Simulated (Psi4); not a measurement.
**AlHBr (SMILES [AlH][Br]) at UM06-2X/cc-pVTZ**

Aim: the vertical doublet–quartet gap of AlHBr at UM06-2X/cc-pVTZ, from 2 runs. 

Program for the calculation: Psi4 1.11.

1 further run of the same task is left out (set aside as unsound or not needed).

**1. Starting point**

The species is AlHBr (3 atoms), meant as a doublet with charge 0. As SMILES, `[AlH][Br]`. The shape is that of a PBE0-D4/def2-TZVP optimisation.

Bond lengths: Al1–Br2 2.275 Å, Al1–H3 1.602 Å. Angles: Br2–Al1–H3 115.7°.

**2. The energy at UM06-2X/cc-pVTZ**

Contents of albrh.in:

```
memory 1600 MB

molecule {
  0 2
  Al    -0.56068174    -1.18674801    -0.45183352
  Br     2.99427104     0.01625164     1.64614043
  H     -2.45456526     1.04804211    -1.21944027
  units au
  symmetry c1
}

set reference uks
set puream true
set e_convergence 1e-09
set d_convergence 1e-08
set scf_type pk
set dft_radial_points 99
set dft_spherical_points 590
set maxiter 200

e_tot, wfn = energy('m06-2x/cc-pVTZ', return_wfn=True)
oeprop(wfn, 'LOWDIN_CHARGES', 'DIPOLE', 'QUADRUPOLE', title='M06-2X')
```

Started as:

```
psi4 -i albrh.in -o albrh.out -n 1
```

albrh.out (excerpt; [...] marks lines left out):

```text
[...]
  Running in c1 symmetry.
[...]
  Nuclear repulsion =  115.724118840948506
[...]
  Multiplicity = 2
[...]
  Nalpha       = 25
  Nbeta        = 24
[...]
    Number of basis functions: 91
[...]
   @UKS iter   1: -2817.02129218535083   -1.65194e+00   1.22131e-02 DIIS/ADIIS
[...]
   @UKS iter  13: -2817.27406886936387   -5.45697e-12   5.24334e-09 DIIS
[...]
   @S^2 Observed:                7.532949804E-01
[...]
    Orbital Energies [Eh]
    ---------------------
    Alpha Occupied:
       1A   -485.361345     2A    -63.350023     3A    -57.169779
       4A    -57.168905     5A    -57.168760     6A    -56.919957
       7A     -9.014219     8A     -6.833711     9A     -6.830639
      10A     -6.830006    11A     -4.425555    12A     -2.927206
      13A     -2.926796    14A     -2.923405    15A     -2.867413
      16A     -2.866521    17A     -2.865840    18A     -2.863316
      19A     -2.863276    20A     -0.848287    21A     -0.484585
      22A     -0.397919    23A     -0.364210    24A     -0.361803
      25A     -0.253205
    Alpha Virtual:
[...]
  @UKS Final Energy: -2817.27406886936387
   => Energetics <=
    Nuclear Repulsion Energy =            115.7241188409485062
    One-Electron Energy =               -4151.4946714833868100
    Two-Electron Energy =                1270.5139132797819457
    DFT Exchange-Correlation Energy =     -52.0174295067075505
    Empirical Dispersion Energy =           0.0000000000000000
    VV10 Nonlocal Energy =                  0.0000000000000000
    Total Energy =                      -2817.2740688693643278
[...]
 Multipole Moments:
 ------------------------------------------------------------------------------------
     Multipole            Electronic (a.u.)      Nuclear  (a.u.)        Total (a.u.)
 ------------------------------------------------------------------------------------
 L = 1.  Multiply by 2.5417464519 to convert [e a0] to [Debye]
 Dipole X            :          5.3152160           -5.9249837           -0.6097677
 Dipole Y            :         -0.1827932           -0.2078543           -0.3906475
 Dipole Z            :         -0.0000000           -0.0000000           -0.0000000
 Magnitude           :                                                    0.7241699
 L = 2.  Multiply by 1.3450342976 to convert [e a0^2] to [Debye ang]
 Quadrupole XX       :       -210.3819371          186.9409734          -23.4409637
 Quadrupole XY       :        -38.9417129           40.6031557            1.6614428
[...]
```

Run time: 39 s. Hardware: 1 thread of Intel Xeon 6975P-C (Granite Rapids), shared host; peak memory 1.6 GiB.

**3. The quartet: energy and gradient at UM06-2X/cc-pVTZ**

Contents of calc.in:

```
memory 1600 mb

molecule mol {
  0 4
  Al
  Br 1 R2
  H 1 R3 2 A3

  R2 = 2.27524
  R3 = 1.602481
  A3 = 115.74055
  symmetry c1
  no_reorient
  no_com
}

set globals {
  basis cc-pVTZ
  reference uks
  puream true
  e_convergence 1e-09
  d_convergence 1e-08
  scf_type pk
  dft_radial_points 99
  dft_spherical_points 590
  maxiter 200
}

result = gradient("m06-2x")
```

Started as:

```
psi4 calc.in calc.out -n 1
```

calc.out (excerpt; [...] marks lines left out):

```text
[...]
  Running in c1 symmetry.
[...]
  Nuclear repulsion =  115.724119528997221
[...]
  Multiplicity = 4
[...]
  Nalpha       = 26
  Nbeta        = 23
[...]
    Number of basis functions: 91
[...]
   @UKS iter   1: -2816.88342940302982   -1.51407e+00   1.13967e-02 ADIIS/DIIS
[...]
   @UKS iter  21: -2817.07836966797777   -3.18323e-12   3.28667e-09 DIIS
[...]
   @S^2 Observed:                3.762517628E+00
[...]
  @UKS Final Energy: -2817.07836966797777
   => Energetics <=
    Nuclear Repulsion Energy =            115.7241195289972211
    One-Electron Energy =               -4149.3161342697367218
    Two-Electron Energy =                1268.4984743994273231
    DFT Exchange-Correlation Energy =     -51.9848293266653414
    Empirical Dispersion Energy =           0.0000000000000000
    VV10 Nonlocal Energy =                  0.0000000000000000
    Total Energy =                      -2817.0783696679777677
[...]
 Multipole Moments:
 ------------------------------------------------------------------------------------
     Multipole            Electronic (a.u.)      Nuclear  (a.u.)        Total (a.u.)
 ------------------------------------------------------------------------------------
 L = 1.  Multiply by 2.5417464519 to convert [e a0] to [Debye]
 Dipole X            :          1.3015407           -1.4677354           -0.1661947
 Dipole Y            :         -6.0606315            5.7440739           -0.3165575
 Dipole Z            :          0.0000000            0.0000000            0.0000000
 Magnitude           :                                                    0.3575323
[...]
  -Total Gradient:
     Atom            X                  Y                   Z
    ------   -----------------  -----------------  -----------------
       1       -0.043964589616    -0.027532994210    -0.000000000000
       2        0.010984355650     0.025962433146     0.000000000001
       3        0.032944507402     0.001455592489     0.000000000000
[...]
```

It took 1.7 min on 1 thread of Intel Xeon 6975P-C (Granite Rapids), shared host; peak memory 1.6 GiB.

**4. What came out**

Level: UM06-2X/cc-pVTZ.

| quantity | value |
| --- | --- |
| doublet: total energy | -2817.27407 Eh |
| doublet: dipole moment | 1.84 D |
| doublet: HOMO energy (highest over α and β) | -6.89 eV |
| doublet: LUMO energy (lowest over α and β) | -3.00 eV |
| doublet: ⟨S²⟩ | 0.753 |
| quartet: total energy | -2817.07837 Eh |
| quartet: dipole moment | 0.91 D |
| quartet: HOMO energy (highest over α and β) | -4.51 eV |
| quartet: ⟨S²⟩ | 3.763 |
| quartet: largest force on an atom | 2.667 eV/Å |
| vertical energy of the quartet above the doublet | 5.325 eV |

**Reading.** At this shape the quartet lies 5.33 eV (514 kJ/mol) above the doublet.
